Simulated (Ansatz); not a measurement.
# GeH7NSi: how energies converge with the basis set

Aim: see how fast density functionals converge with the basis set for GeH7NSi.

Computed with Ansatz 0.2.0, Gaussian basis. Level: one geometry, several basis sets.

The runs, in order: PBE0-D4/def2-SVP; ωB97M-V/def2-SVP; PBE0-D4/def2-QZVPP; ωB97M-V/def2-QZVPP; the functionals' def2-TZVPP values are taken from earlier runs.

1 further run of the same task is left out (it didn't finish).

## (1) Structure used throughout

An earlier PBE0-D4 in a triple-zeta def2 set relaxation fixed the geometry.

SMILES `[SiH3][NH][GeH3]`, 10 atoms, charge 0, spin multiplicity 1.

Atoms are counted from 1 here; the program's logs count them from 0.

Bond lengths: Si1–N2 1.718 Å, Si1–H4 1.486 Å, Si1–H5 1.489 Å, Si1–H6 1.492 Å, N2–Ge3 1.839 Å, N2–H7 1.009 Å, Ge3–H8 1.534 Å, Ge3–H9 1.543 Å, Ge3–H10 1.538 Å. Angles: N2–Si1–H4 107.3°, N2–Si1–H5 110.3°, N2–Si1–H6 114.2°, H4–Si1–H5 110.0°, H4–Si1–H6 107.9°, H5–Si1–H6 107.0°, Si1–N2–Ge3 127.5°, Si1–N2–H7 117.0°, Ge3–N2–H7 114.2°, N2–Ge3–H8 106.7°, N2–Ge3–H9 111.7°, N2–Ge3–H10 108.4°, H8–Ge3–H9 109.9°, H8–Ge3–H10 111.3°, H9–Ge3–H10 108.9°.

Coordinates:

```mol
GeH7NSi
  3D, bonds by distance, orders not assigned

 10  9  0  0  0  0  0  0  0  0999 V2000
   -1.1468    0.5222   -0.9456 Si  0  0
    0.4614    0.3191   -0.3757 N   0  0
    1.0201   -0.6758    1.0662 Ge  0  0
   -1.9237   -0.6685   -0.5129 H   0  0
   -1.1602    0.6272   -2.4305 H   0  0
   -1.8355    1.7358   -0.4161 H   0  0
    1.1591    0.9529   -0.7365 H   0  0
   -0.0189   -1.7874    1.2624 H   0  0
    1.1199    0.1804    2.3456 H   0  0
    2.4078   -1.2572    0.7459 H   0  0
  1  2  8  0
  2  3  8  0
  1  4  8  0
  1  5  8  0
  1  6  8  0
  2  7  8  0
  3  8  8  0
  3  9  8  0
  3 10  8  0
M  END
```

## (2) PBE0-D4 in def2-SVP

File in.yaml:

```yaml
crystal:
  periodic: [false, false, false]
  atoms:
    - {symbol: Si, position_ang: [-1.146787, 0.522250, -0.945597]}
    - {symbol: N, position_ang: [0.461357, 0.319059, -0.375660]}
    - {symbol: Ge, position_ang: [1.020062, -0.675791, 1.066217]}
    - {symbol: H, position_ang: [-1.923733, -0.668457, -0.512929]}
    - {symbol: H, position_ang: [-1.160247, 0.627163, -2.430535]}
    - {symbol: H, position_ang: [-1.835465, 1.735844, -0.416073]}
    - {symbol: H, position_ang: [1.159104, 0.952931, -0.736542]}
    - {symbol: H, position_ang: [-0.018890, -1.787371, 1.262444]}
    - {symbol: H, position_ang: [1.119882, 0.180441, 2.345620]}
    - {symbol: H, position_ang: [2.407818, -1.257169, 0.745853]}
basis:
  gaussian: {orbitals: def2-SVP}
hamiltonian: {xc: pbe0, dispersion: d4}
output: {orbitals: {seedname: orbitals}}
```

Launch:

```console
> ansatz run in.yaml --threads 2 --pin off --events-out ev --progress --plain --max-ram 32768MiB --backend cpu
```

Further steps of the session: ωB97M-V in def2-SVP; PBE0-D4 in def2-QZVPP; ωB97M-V in def2-QZVPP.

Q: Predict the results of all the runs planned. Wanted: PBE0-D4: double and triple zeta above quadruple; ωB97M-V: double and triple zeta above quadruple.

As calculated:

| quantity | value |
| --- | --- |
| PBE0-D4: double and triple zeta above quadruple | 13.45, 1.61 eV |
| ωB97M-V: double and triple zeta above quadruple | 13.50, 1.55 eV |

**Reading.** PBE0-D4 gains 11.84 eV from double to triple zeta, then 1.61 eV more. These are total energies; as a rule much of such shifts cancels in differences, which this series doesn't test. The LUMO of ωB97M-V is positive and keeps falling with the basis (2.24 to 1.23 eV): an unbound level that the basis holds in place.
